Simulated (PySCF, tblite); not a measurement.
# C5H6BBr: geometry, infrared bands and NMR shifts

Wanted: the infrared bands and NMR shifts of C5H6BBr (`C#CB/C(Br)=C/C`), by calculation.

The runs use tblite 0.8.0 and PySCF 2.14.0, with density-fitted response routines of our own; the level of theory stands in each step. All values are computed, except where a source is named. Atoms are numbered from 0 throughout.

## Step 1: The starting structure

13 atoms, charge 0, multiplicity 1; geometry from: force field or distance geometry start.

Bonds of the start (Å): C0–C1 1.23, C1–B2 1.53, B2–C3 1.59, C3–Br4 1.93, C3–C5 1.32, C5–C6 1.50, C0–H7 1.06, B2–H8 1.18, C5–H9 1.08, C6–H10 1.10, C6–H11 1.11, C6–H12 1.12.

## Step 2: Geometry optimisation with GFN2-xTB

Job settings and geometry (Å):

```
{"job": {"kind": "relax", "xc": "GFN2-xTB", "basis": "xTB"}, "charge": 0, "multiplicity": 1}
C      3.463000    -0.021400     0.855900
C      2.521000    -0.215300     0.085700
B      1.346100    -0.455300    -0.871000
C     -0.069100    -0.473900    -0.157300
Br    -0.141800    -1.385900     1.540800
C     -1.145200     0.084500    -0.673700
C     -2.408400    -0.022500     0.133600
H      4.274400     0.174300     1.511700
H      1.482600    -1.060200    -1.876600
H     -1.124200     0.604000    -1.625100
H     -3.160100    -0.647200    -0.360400
H     -2.825000     0.999800     0.261000
H     -2.217700    -0.441600     1.157800
```

Run with:

```
$ OMP_NUM_THREADS=1 python probes_run.py task.json out
```

This one command runs all jobs of the session in turn.

**Question.** This job is followed by: GFN2-xTB harmonic vibrations, gas phase; GIAO PBE0/pcSseg-1 NMR shielding, non-relativistic, gas phase. What will the session give for the following? strongest single infrared mode (GFN2-xTB); zero-point energy (GFN2-xTB); 13C shifts against TMS (PBE0/pcSseg-1); 1H shifts against TMS (PBE0/pcSseg-1, means over atoms taken as alike); 11B shifts against BF3·OEt2 (PBE0/pcSseg-1); 79Br shifts against HBr (PBE0/pcSseg-1).

The runs gave:

| quantity | value |
| --- | --- |
| strongest single infrared mode (GFN2-xTB) | 1619 cm⁻¹, 188 km/mol |
| zero-point energy (GFN2-xTB) | 56.3 kcal/mol |
| 13C shifts against TMS (PBE0/pcSseg-1) | 173.0, 160.3, 135.2, 100.3, 24.1 ppm |
| 1H shifts against TMS (PBE0/pcSseg-1, means over atoms taken as alike) | 7.43, 5.84, 4.63, 2.50 ppm |
| 11B shifts against BF3·OEt2 (PBE0/pcSseg-1) | 51.4 ppm |
| 79Br shifts against HBr (PBE0/pcSseg-1) | 522 ppm |

Over 84 steps the energy fell by 0.582 eV; of the close pairs, B2–C3 changed most, 1.585 to 1.544 Å. All 33 modes are real, so the xTB geometry is a minimum. The strongest single mode, at 1619 cm⁻¹, moves mainly C5 and C3. Unscaled tight-binding wavenumbers are off by several per cent, some by more. Its intensities can rank the bands wrongly. C3 stands next to heavy halogen, whose spin-orbit shielding this run leaves out, so the computed shift lies too far downfield, most of all for carbon beside Br or I. H9 (hydrogen on an alkene CH) lies farthest downfield among hydrogen, at 7.43 ppm; attached to an sp2 carbon and in the plane of the double bond. At PBE0/pcSseg-1: The largest span, 1261 ppm, is at Br4, where the paramagnetic term is -1024 ppm. Spin-orbit coupling is left out, which matters for shieldings and couplings at and beside the heavy atoms.
